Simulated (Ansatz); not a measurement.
# C₂H₆FMgN: basis-set convergence

An exercise on one series of results from a longer session: the logs are not shown, and one member is left open.

Method: one geometry, several basis sets; program: Ansatz 0.2.0, Gaussian basis.

Levels to be run: PBE0-D4/def2-SVP; ωB97M-V/def2-SVP; PBE0-D4/def2-QZVPP; ωB97M-V/def2-QZVPP; the functionals' def2-TZVPP values are taken from earlier runs.

### The relaxed structure

An earlier PBE0-D4 in a triple-zeta def2 set relaxation fixed the geometry.

SMILES `C[N](C)[Mg][F]`, 11 atoms, charge 0, spin multiplicity 1.

Atoms are counted from 1 here; the program's logs count them from 0.

Bond lengths: C1–N2 1.440 Å, C1–H6 1.103 Å, C1–H7 1.103 Å, C1–H8 1.096 Å, N2–C3 1.440 Å, N2–Mg4 1.887 Å, C3–H9 1.103 Å, C3–H10 1.096 Å, C3–H11 1.103 Å, Mg4–F5 1.755 Å. Angles: N2–C1–H6 112.3°, N2–C1–H7 112.2°, N2–C1–H8 111.7°, H6–C1–H7 106.5°, H6–C1–H8 106.9°, H7–C1–H8 106.9°, C1–N2–C3 110.7°, C1–N2–Mg4 124.7°, C3–N2–Mg4 124.6°, N2–C3–H9 112.3°, N2–C3–H10 111.7°, N2–C3–H11 112.2°, H9–C3–H10 106.9°, H9–C3–H11 106.5°, H10–C3–H11 106.9°, N2–Mg4–F5 180.0°.

Set-up of the first run:

Contents of in.yaml:

```yaml
crystal:
  periodic: [false, false, false]
  atoms:
    - {symbol: C, position_ang: [-1.025951, -0.508699, 0.665732]}
    - {symbol: N, position_ang: [-0.039018, 0.153046, -0.147147]}
    - {symbol: C, position_ang: [1.276976, -0.358629, 0.134144]}
    - {symbol: Mg, position_ang: [-0.416907, 1.508245, -1.404432]}
    - {symbol: F, position_ang: [-0.767890, 2.767820, -2.574333]}
    - {symbol: H, position_ang: [-0.841672, -0.368323, 1.744447]}
    - {symbol: H, position_ang: [-1.048980, -1.597797, 0.490871]}
    - {symbol: H, position_ang: [-2.035434, -0.132991, 0.464074]}
    - {symbol: H, position_ang: [1.566393, -0.211363, 1.188580]}
    - {symbol: H, position_ang: [2.042291, 0.132710, -0.477231]}
    - {symbol: H, position_ang: [1.355389, -1.441120, -0.064107]}
basis:
  gaussian: {orbitals: def2-SVP}
hamiltonian: {xc: pbe0, dispersion: d4}
output: {orbitals: {seedname: orbitals}}
```

The run is started by

```sh
ansatz run in.yaml --threads 4 --pin off --events-out ev --progress --plain --max-ram 10444MiB
```

Among the steps run: PBE0-D4 in def2-SVP; ωB97M-V in def2-SVP; PBE0-D4 in def2-QZVPP; ωB97M-V in def2-QZVPP.

One of the session's tables, all rows but one given; the rest of the session is left out.

It belongs to the step «Functionals by basis». 

```
functional       basis  HOMO (eV)  LUMO (eV)
   PBE0-D4    def2-SVP      -5.64      -1.19
   PBE0-D4  def2-TZVPP      -5.69      -1.28
   PBE0-D4  def2-QZVPP      -5.69      -1.28
   ωB97M-V    def2-SVP      -7.93       0.10
   ωB97M-V  def2-TZVPP          ?          ?
   ωB97M-V  def2-QZVPP      -8.00      -0.14
```

Q: Estimate the row for ωB97M-V, def2-TZVPP from the others.

**Answer.** HOMO (eV): -8.00; LUMO (eV): -0.01.
